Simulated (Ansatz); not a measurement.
What does this script print? It uses Ansatz's Python interface.

`znpb2n2.py`:
```python
# -*- coding: utf-8 -*-
"""Is ZnPb2N2 bound against its elements, after relaxing cells and atoms."""

from collections import Counter
import logging
import sys
import warnings

import ansatz
import numpy as np

logging.basicConfig(stream=sys.stdout, format="%(name)s: %(message)s")
logger = logging.getLogger("calc")
logger.setLevel(logging.INFO)

PHASES = {
    "ZnPb2N2": (
        [(3.67364649, 0.0, 0.0), (-1.83682325, 3.18147119, 0.0), (0.0, 0.0, 9.26715681)],
        [
            ("Zn", (0.0, 0.0, 0.5)),
            ("Pb", (2 / 3, 1 / 3, 0.186933)),
            ("Pb", (1 / 3, 2 / 3, 0.813067)),
            ("N", (0.0, 0.0, 0.698319)),
            ("N", (0.0, 0.0, 0.301681)),
        ],
    ),
    "Zn": (
        [(2.67, 0.0, 0.0), (-1.335, 2.31228783, 0.0), (0.0, 0.0, 4.966)],
        [
            ("Zn", (1 / 3, 2 / 3, 0.25)),
            ("Zn", (2 / 3, 1 / 3, 0.75)),
        ],
    ),
    "Pb": (
        [(0.0, 2.47502, 2.47502), (2.47502, 0.0, 2.47502), (2.47502, 2.47502, 0.0)],
        [
            ("Pb", (0.0, 0.0, 0.0)),
        ],
    ),
    "N2": (
        [(9.0, 0.0, 0.0), (0.0, 9.5, 0.0), (0.0, 0.0, 10.0)],
        [
            ("N", (0.5, 0.5, 0.4445)),
            ("N", (0.5, 0.5, 0.5555)),
        ],
    ),
}


def build(vectors, sites):
    crystal = ansatz.Crystal(lattice=ansatz.Lattice.of(vectors))
    for symbol, position in sites:
        crystal = crystal.atom(symbol, position)
    return crystal

GASES = {"N2"}


def solve(name, crystal):
    calc = (
        crystal.calculation()
        .functional("LDA")
        .basis(550)  # cutoff of the orbital basis
        .kpoints(spacing=0.27)
        .occupations("fermi_dirac", width=0.02)  # smearing steadies the SCF of a metal
        .stress()  # GPa
    )
    if name in GASES:
        return calc.kpoints(1, 1, 1).relax(force_tolerance=0.01, max_steps=40).run(threads=1, backend="cpu")
    calc = calc.relax(force_tolerance=0.01, max_steps=40, cell=True)
    return calc.run(threads=1, backend="cpu")


def counts(outcome):
    return Counter(site.symbol for site in outcome.lattice.sites)

def formation_energy(outcome, mu):
    n = counts(outcome)
    return (outcome.report["energy_sigma0_ev"] - sum(k * mu[element] for element, k in n.items())) / sum(n.values())


def volume_per_atom(outcome):
    return abs(np.linalg.det(outcome.lattice.cell_ang)) / len(outcome.lattice.sites)

warnings.simplefilter("ignore", ansatz.DeckWarning)

phases = {name: build(*cell) for name, cell in PHASES.items()}

done = {}
for name, crystal in phases.items():
    done[name] = solve(name, crystal)
    logger.info(f"{name}: {done[name].report['energy_sigma0_ev']:.4f} eV, {len(done[name].lattice.sites)} atoms")

# chemical potentials of the elements at zero temperature
references = {"Zn": "Zn", "Pb": "Pb", "N": "N2"}
mu = {element: done[name].report["energy_sigma0_ev"] / len(done[name].lattice.sites) for element, name in references.items()}

target = done["ZnPb2N2"]
heat = formation_energy(target, mu)
for element, value in mu.items():
    logger.info(f"mu({element}) = {value:.4f} eV from {references[element]}, {volume_per_atom(done[references[element]]):.2f} A^3/atom")
logger.info(f"formation energy of ZnPb2N2: {heat:.4f} eV/atom = {96.4853 * heat:.1f} kJ/mol of atoms")
# no correction for the overbinding of the gas molecule is applied
```

```console
$ python znpb2n2.py
calc: ZnPb2N2: -27196.9961 eV, 5 atoms
calc: Zn: -6492.5277 eV, 2 atoms
calc: Pb: -11602.3729 eV, 1 atoms
calc: N2: -747.1663 eV, 2 atoms
calc: mu(Zn) = -3246.2638 eV from Zn, 13.35 A^3/atom
calc: mu(Pb) = -11602.3729 eV from Pb, 29.01 A^3/atom
calc: mu(N) = -373.5831 eV from N2, 427.50 A^3/atom
calc: formation energy of ZnPb2N2: 0.2359 eV/atom = 22.8 kJ/mol of atoms
```

The formation energy is +0.236 eV an atom (+22.8 kJ per mole of atoms), so ZnPb2N2 lies above the reference phases.

Absolute energies stand on the zero of these potentials, so only differences at equal settings mean something. For the metals among these phases the mesh is modest: differences between phases can be off by up to 40 meV an atom. The program warned that this SCF threshold is loose for forces or stresses. Spin-orbit coupling, which matters for elements this heavy, is left out. The cells come from databases of deposited and of computed structures, and not all need be stable phases. The compound is the structure given, not necessarily its lowest; energies are at zero temperature, with no correction for gases. A semilocal functional's error on such energies is often 0.05 to 0.1 eV an atom, and 0.1 to 0.3 eV against gases such as O2 or F2. The script silences the warnings on its input, which a real study should read. It ran for 57 s on 1 thread of Arm Neoverse V2 (shared host), peak memory 0.63 GiB.

(A comment or docstring line of the script was reworded after the run, the code is as it ran; lines on the test bed's own set-up are left out of the output.)
